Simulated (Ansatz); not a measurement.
# Ge2H2 (quintet): the correlation ladder, cc-pVTZ

The task here is to estimate one member of a computed series from the others.

Method: cc-pVTZ, core rule «outside noble gas», up to 28 orbitals frozen; program: Ansatz 0.2.0, Gaussian basis.

The runs, in order: UHF; CCSD(T) on ROHF; CCSD(T) on UHF; BCCD(T) on ROHF; CCSDT(Q) on ROHF; CCSDT(Q) on UHF; CASSCF and MRCISD+Q, 10 electrons in 10 orbitals; CASSCF and NEVPT2, 10 electrons in 10 orbitals.

4 further runs of the same task are left out: 4 set aside as unsound or not needed.

## The system

The geometry is a PBE0/def2-TZVP stationary point (not a proven minimum) of the parent state, kept for this charge and spin. No spin-orbit coupling is included. The filled d shell of Ge may be among the frozen orbitals whatever the setting's name suggests; the logs give the count.

4 atoms, charge 0, spin multiplicity 5.

Atoms are counted from 1 here; the program's logs count them from 0.

Bond lengths: Ge1–Ge2 2.407 Å, Ge1–H3 1.581 Å, Ge2–H4 1.581 Å. Angles: Ge2–Ge1–H3 103.7°, Ge1–Ge2–H4 103.7°.

Geometry (Å):

```
Ge    0.0000   -0.0625    1.2017
Ge    0.0000    0.0625   -1.2017
H     0.0000    1.4524    1.6545
H     0.0000   -1.4524   -1.6545
```

The first run:

Contents of in.yaml:

```yaml
crystal:
  periodic: [false, false, false]
  atoms:
    - {symbol: Ge, position_ang: [0.000000, -0.062489, 1.201709]}
    - {symbol: Ge, position_ang: [0.000000, 0.062489, -1.201709]}
    - {symbol: H, position_ang: [0.000000, 1.452439, 1.654456]}
    - {symbol: H, position_ang: [0.000000, -1.452439, -1.654456]}
basis:
  gaussian: {orbitals: cc-pVTZ}
magnetization: {spin_polarized: true, initial_magnetization: 4}
hamiltonian: {xc: hf}
output: {orbitals: {seedname: orbitals}}
```

Command:

```sh
$ ansatz run in.yaml --threads 1 --pin off --events-out ev --progress --plain --max-ram 2816MiB --backend cpu
```

Steps of the session up to this table: UHF; CCSD(T) on ROHF; CCSD(T) on UHF; BCCD(T) on ROHF; CCSDT(Q) on ROHF; CCSDT(Q) on UHF; CASSCF and MRCISD+Q, 10 electrons in 10 orbitals; CASSCF and NEVPT2, 10 electrons in 10 orbitals.

One of the session's tables, all rows but one given; the rest of the session is left out.

| method | from RCCSDT(Q) (kcal/mol) |
| --- | --- |
| ROHF | ? |
| UHF | +117.73 |
| RMP2 | +25.43 |
| UMP2 | +24.83 |
| RCCSD | +5.44 |
| UCCSD | +4.74 |
| RCCSD(T) | +1.06 |
| UCCSD(T) | +0.40 |
| BCCD(T) | +1.03 |
| RCCSDT | +0.18 |
| UCCSDT | -0.48 |
| RCCSDT(Q) | 0 |
| UCCSDT(Q) | -0.67 |
| CASSCF valence | +91.26 |
| NEVPT2 valence | +24.02 |
| MRCISD valence | +8.33 |
| MRCISD+Q valence | +1.64 |

Estimate the missing values for ROHF.

As computed: from RCCSDT(Q) (kcal/mol): +120.85. In the column «from RCCSDT(Q) (kcal/mol)» it is the highest.

To keep in mind: Restricted and unrestricted rows rest on different reference determinants; where their highest levels disagree by more than a few hundredths of an eV, they describe different states and don't form one ladder.
